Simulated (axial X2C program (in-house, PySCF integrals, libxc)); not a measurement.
# FCuF⁺: the levels of the configuration d8 s0

Which Ω levels does FCuF⁺ have in the configuration d8 s0, and how far apart?

Method: two-component X2C, average-of-configuration Hartree–Fock and CI in the open shells; program: an in-house X2C program for linear molecules on PySCF integrals.

All values are calculated.

## 1. The job

task.json

```json
{
 "zs": [
  9,
  29,
  9
 ],
 "q": 1,
 "bas": [
  "dyall-v3z",
  "dyall-v3z",
  "dyall-v3z"
 ],
 "r0": 1.76,
 "metal": 1,
 "shells": [
  [
   2,
   [
    0,
    1,
    2
   ],
   8
  ],
  [
   0,
   [
    0
   ],
   0
  ]
 ],
 "fix": 0,
 "emax": 3.2,
 "nroots": 4
}
```

Keys: zs atomic numbers; q charge; bas basis sets; r0 starting distance in Å; metal index of the metal atom; shells open shells as [l, |m| values, electrons]; fix electron count of the first shell held; emax energy window in eV; nroots roots for each Ω.

Started as:

```sh
$ python soci.py task.json out
```

Two-component X2C with atomic mean-field Coulomb and Gaunt terms, basis F dyall-v3z, Cu dyall-v3z (cores contracted in-house). Orbitals come from Hartree–Fock averaged over the configuration Cu d8 s0; CI then distributes these electrons over the d, s shells of Cu.

## 2. CI at F–Cu–F held linear, both bonds 1.649 Å

Before running it: what results should come out? Wanted: lowest level of the model; next level; lowest curve, Re and ωe.

**Answer**, as computed:

| quantity | value |
| --- | --- |
| lowest level of the model | Ω = 2, g∥ = 5.92, 100% d8 |
| next level | Ω = 1, 187 cm⁻¹ higher |
| lowest curve, Re and ωe | 1.631 Å, 810.2 cm⁻¹ |

In the lowest level ⟨Sz⟩ = 0.96 and ⟨Lz⟩ = 1.04; its leading determinant has weight 0.77 among 60. From 1.649 to 1.715 Å the gap from the lowest to the fifth level goes from 3016 to 2069 cm⁻¹. Without dynamic correlation distances can be off by several hundredths of an Å, and the wavenumbers are rough. There is no dynamic correlation: spin–orbit spacings and, for f shells, spacings inside one term are the most reliable numbers, splittings between terms come out too wide, and energies between configurations are not reliable, so the lowest level need not be the ground state of the molecule. For d shells the ligand-field splittings (σ, π, δ) and their order can be off by a thousand cm⁻¹ or more. At most 4 roots were kept for each Ω > 0 (twice that for Ω = 0) within 3.2 eV of the lowest, so higher up levels can be missing between those listed; levels with Ω > 0 are doubly degenerate and listed once, Ω = 0 levels singly. Some active spinors are only partly of the character that their shell is named for, so the shell names and counts are nominal. States that fill the shells left empty in the average are placed too high. The molecule was held linear; bending was not examined.
